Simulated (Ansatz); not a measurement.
**B₂BrH₃O: basis-set convergence**

One table from this session's results is given with a row withheld; the runs are named, their logs left out.

The runs use Ansatz 0.2.0, Gaussian basis; one geometry, several basis sets.

Levels to be run: PBE0-D4/def2-SVP; ωB97M-V/def2-SVP; PBE0-D4/def2-QZVPP; ωB97M-V/def2-QZVPP; the functionals' def2-TZVPP values are taken from earlier runs.

### The geometry

The geometry comes from an earlier relaxation with PBE0-D4 in a triple-zeta def2 set; it is a stationary point, not always the lowest conformer.

SMILES `BB(O)Br`, 7 atoms, charge 0, spin multiplicity 1.

Atoms are counted from 1 here; the program's logs count them from 0.

Bond lengths: B1–B2 1.660 Å, B1–H5 1.196 Å, B1–H6 1.196 Å, B2–O3 1.338 Å, B2–Br4 1.968 Å, O3–H7 0.963 Å. Angles: B2–B1–H5 121.0°, B2–B1–H6 121.0°, H5–B1–H6 117.6°, B1–B2–O3 132.3°, B1–B2–Br4 107.5°, O3–B2–Br4 120.2°, B2–O3–H7 114.5°.

Set-up of the first run:

File in.yaml:

```yaml
crystal:
  periodic: [false, false, false]
  atoms:
    - {symbol: B, position_ang: [-0.628952, 1.053632, 0.116899]}
    - {symbol: B, position_ang: [0.218021, -0.370679, 0.011727]}
    - {symbol: O, position_ang: [0.619772, -1.249751, 0.936650]}
    - {symbol: Br, position_ang: [0.628380, -0.675262, -1.889202]}
    - {symbol: H, position_ang: [-1.818271, 1.074889, -0.010629]}
    - {symbol: H, position_ang: [-0.062167, 2.103615, 0.203248]}
    - {symbol: H, position_ang: [1.104516, -2.004444, 0.585507]}
basis:
  gaussian: {orbitals: def2-SVP}
hamiltonian: {xc: pbe0, dispersion: d4}
output: {orbitals: {seedname: orbitals}}
```

Started as:

```console
$ ansatz run in.yaml --threads 2 --pin off --events-out ev --progress --plain --max-ram 4352MiB
```

Among the steps run: PBE0-D4 in def2-SVP; ωB97M-V in def2-SVP; PBE0-D4 in def2-QZVPP; ωB97M-V in def2-QZVPP.

One table of the session follows, with a row left open; its other results are not shown here.

| functional | basis | HOMO (eV) | LUMO (eV) |
| --- | --- | --- | --- |
| PBE0-D4 | def2-SVP | ? | ? |
| PBE0-D4 | def2-TZVPP | -8.29 | -1.97 |
| PBE0-D4 | def2-QZVPP | -8.30 | -1.99 |
| ωB97M-V | def2-SVP | -10.31 | 0.24 |
| ωB97M-V | def2-TZVPP | -10.46 | -0.02 |
| ωB97M-V | def2-QZVPP | -10.48 | -0.08 |

Estimate the missing values for PBE0-D4, def2-SVP.

The run gave: HOMO (eV): -8.17; LUMO (eV): -1.83. In the column «HOMO (eV)» it is the highest.
